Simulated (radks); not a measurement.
**Fractional charge and spin in the 3p shell of potassium**

The task here is to estimate one member of a computed series from the others.

The numbers are computed with radks (a radial shooting solver on a logarithmic mesh, Libxc functionals) version 1 (scalar-relativistic Kohn-Sham, PBE, spin-polarised, spherical densities, finite nucleus), except any that are marked as measured or tabulated.

## Starting point

```
element            : potassium (Z = 19)
configuration      : [Ne] 3s2 3p(up 3, down 3)
nuclear rms radius : 3.4349 fm
```

A shell typed twice in an input gives spin up, then spin down.

Set-up of the first run:

The run's settings:

```text
Z 19
configuration [Ne] 3s2 3p3 3p3
relativity scalar-relativistic
functional pbe,pbe
spin polarised
nucleus finite rms 3.4349 fm
c 137.035999084
```

Steps of the session up to this table: 3p: up 3, down 3.

One of the session's tables, all rows but one given; the rest of the session is left out.

It belongs to the step «3p: up 3, down 3». Sizes of the orbitals, from the radial functions (bohr):

```
level      <r>  outermost maximum (interpolated)  90 % within  nodes
   1s  0.08105                            0.0530        0.145      0
   2s   0.3876                             0.318        0.604      1
   2p   0.3505                             0.263        0.579      0
   3s    1.267                              1.08         1.91      2
   3p        ?                                 ?            ?      ?
```

**Question.** Estimate the row for 3p.

As computed: <r>: 1.426; outermost maximum (interpolated): 1.16; 90 % within: 2.22; nodes: 1. In the column «<r>» it is the highest.
